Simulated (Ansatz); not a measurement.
# YIn5Rh: further runs on the relaxed cell

An exercise on one series of results from a longer session: the logs are not shown, and one member is left open.

Computed with Ansatz 0.2.0 (DFT PBEsol, scalar-relativistic, plane waves, PAW, unless a step's input says otherwise).

1 further run of the same task is left out (set aside as unsound or not needed).

**The structure to begin with**

The structure is tetragonal, space group P4/mmm (No. 123). Conventional cell: a = 4.591 Å, b = 4.591 Å, c = 7.384 Å, α = 90.00°, β = 90.00°, γ = 90.00°. Y (site symmetry 4/mmm) is surrounded by 12 In at 3.19 to 3.25 Å. Around In (site symmetry 2mm) lie 2 Rh at 2.73 Å and 1 In at 2.95 Å. In (site symmetry 4/mmm) is surrounded by 8 In at 3.19 Å and 4 Y at 3.25 Å. Rh (site symmetry 4/mmm) is surrounded by 8 In at 2.73 Å.

Coordinates:

```
Y In Rh
1.0
     4.59108    0.00000    0.00000
     0.00000    4.59108    0.00000
     0.00000    0.00000    7.38426
Y In Rh
1 5 1
Direct
  0.00000 0.00000 0.00000
  0.00000 0.50000 0.30051
  0.00000 0.50000 0.69949
  0.50000 0.00000 0.30051
  0.50000 0.00000 0.69949
  0.50000 0.50000 0.00000
  0.00000 0.00000 0.50000
```

It goes back to an entry of the Materials Project.

It is the result of an earlier relaxation at this level (volume 22.24 Å³/atom; gap on the mesh: none (metal)).

The first run:

File input.yaml:

```yaml
crystal:
  lattice:
    - [4.5447051016, 0.0, 0.0]
    - [0.0, 4.5447051016, 0.0]
    - [0.0, 0.0, 7.3096622381]
  atoms:
    - { symbol: "Y", position: [0.0, 0.0, 0.0] }
    - { symbol: In, position: [0.0, 0.5, 0.3005117464] }
    - { symbol: In, position: [0.0, 0.5, 0.6994882536] }
    - { symbol: In, position: [0.5, 0.0, 0.3005117464] }
    - { symbol: In, position: [0.5, 0.0, 0.6994882536] }
    - { symbol: In, position: [0.5, 0.5, 0.0] }
    - { symbol: Rh, position: [0.0, 0.0, 0.5] }
basis:
  ecutwfc: 420
kpoints:
  mp_grid: { grid: [8, 8, 6] }
hamiltonian:
  xc: pbesol
scf:
  occupations: { method: gaussian, width: 0.1 }
output:
  forces: true
  stress: true
  eigenvalues: true
relax:
  adjacent_minimum: "off"
  f_tol: 0.01
  max_steps: 30
  cell: { stress_tol: 0.1, fix: [volume] }
```

Command:

```
ansatz run input.yaml --threads 2 --pin off --max-ram 5120MiB --backend cpu --events-out ev --progress --plain --runs-dir out
```

Steps of the session up to this table: The cell scaled to 0.97 of its volume; Point at V/V0 = 1.03; Volume × 0.94; The cell scaled to 1.06 of its volume; The cell scaled to 0.91 of its volume; Point at V/V0 = 1.10; Point at V/V0 = 0.88.

One table of the session follows, with a row left open; its other results are not shown here.

It belongs to the step «Fit of the equation of state». 

```
volume (Å³/atom)  energy above the lowest point (meV/atom)  pressure (GPa)
          19.567                                     104.2           14.20
          20.234                                         ?               ?
          20.901                                      22.8            5.84
          21.568                                       5.3            2.65
          22.235                                       0.0            0.00
          22.902                                       4.8           -2.21
          23.569                                      18.0           -4.05
          24.459                                      46.2           -6.02
```

Estimate the missing values for volume (Å³/atom) = 20.234.

Worked estimate for «energy above the lowest point (meV/atom)». A straight line through the neighbours (19.567, 104.2) and (20.901, 22.8) gives 104.2 + (22.8 − 104.2) × (20.234 − 19.567) / (20.901 − 19.567) = 63.5; a parabola fitted to 3 rows on both sides gives 55.8.

As computed: energy above the lowest point (meV/atom): 54.8; pressure (GPa): 9.66. In «energy above the lowest point (meV/atom)» the line misses by +8.7 and the parabola by +1.0.
